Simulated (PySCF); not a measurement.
The system is CClH3, in a box.

```xyz
5
Lattice="12.0000 0.0000 0.0000 0.0000 11.0000 0.0000 0.0000 0.0000 11.0000" Properties=species:S:1:pos:R:3 pbc="T T T"
C     5.5974    5.3788    5.5230
Cl    7.1877    5.0781    4.7992
H     5.4335    4.6535    6.3164
H     4.8383    5.2717    4.7516
H     5.5845    6.3885    5.9268
```

Base run:

- Program: PySCF 2.14.0
- Functional: PBEsol0
- Potentials or basis: def2-svp (all-electron)
- k mesh: 1 × 1 × 1
- Occupations: fixed
- Spin: no spin polarisation

Its results: gap between the frontier levels 9.65 eV.

**Question.** The run is repeated on the same cell with these changes: functional from PBEsol0 to SVWN5. What comes out?

**Answer.** Gap between the frontier levels 6.95 eV.

PBEsol0 gives the wider gap, since exact exchange removes part of the self-interaction.

Caveats: this is a molecule in a periodic box at the Γ point, so its band gap is the HOMO-LUMO gap; the basis of atomic orbitals isn't converged, which shifts pressures, moduli and gaps.

A k mesh can miss the band edges.

Not every run made on this cell is shown here.
